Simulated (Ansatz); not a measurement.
The system is Eu2CoSi3.

```
Eu Co Si
1.0
     4.00707    0.00000    0.00000
    -2.00354    3.47023    0.00000
     0.00000    0.00000    8.77420
Eu Co Si
2 1 3
Direct
  0.66667 0.33333 0.26022
  0.66667 0.33333 0.73978
  0.00000 0.00000 0.50000
  0.33333 0.66667 0.00000
  0.33333 0.66667 0.50000
  0.00000 0.00000 0.00000
```

The cell comes from a database or a generator and needn't be the stable form of this composition.

```yaml
Program: Ansatz 0.2.0
Task: single point
Functional: PBE
Potentials_or_basis: Ansatz PAW
Cutoff: "420 eV (not typed: the program's choice for these potentials)"
k_mesh: 8 × 8 × 3
Occupations: fermi-dirac, width 0.05 eV
Spin: collinear spin, ferromagnetic start
Starting_moments: "[7.0, 7.0, 2.0, 0.0, 0.0, 0.0] μB"
```

On this cell: pressure -0.6 GPa; largest force 0.034 eV/Å; net moment 13.51 μB per cell; site moments Eu +6.63; Co -0.14; Si -0.01, -0.02 μB; band gap on the k mesh none (metal or under the smearing width).

The same run follows on a disturbed copy (atoms moved at random, drawn with an rms of 0.05 Å):

```
CELL_PARAMETERS angstrom
4.00707 0.00000 0.00000
-2.00354 3.47023 0.00000
0.00000 0.00000 8.77420
ATOMIC_POSITIONS crystal
Eu 0.67674 0.32814 0.25773
Eu 0.67121 0.32599 0.74341
Co 0.99709 0.99276 0.49799
Si 0.33037 0.66291 0.99593
Si 0.34245 0.67065 0.49757
Si 0.98740 0.99048 0.99960
```

Task: What changes?

Result: The energy (extrapolated to zero smearing) moves by +4.4 meV/atom; pressure -0.6 GPa; largest force 0.503 eV/Å; net moment 13.52 μB per cell; site moments Eu +6.62, +6.63; Co -0.14; Si -0.01, -0.02 μB; band gap on the k mesh none (metal or under the smearing width).

Forces on the atoms (eV/Å):
```
Eu  -0.138  0.035 -0.017
Eu  -0.093  0.054 -0.229
Co   0.196  0.240  0.016
Si  -0.244 -0.242  0.046
Si  -0.154 -0.329  0.103
Si   0.434  0.242  0.081
```

Stress tensor (GPa, compression positive):
```
 0.05  0.69  0.01
 0.69 -0.91 -0.01
 0.01 -0.01 -1.02
```

Caveats: spin-orbit coupling is left out, which moves the levels of the heavy elements; without U or exact exchange the open f shell lies at the Fermi level, which spoils levels, moments and volumes; the starting moments weren't kept.
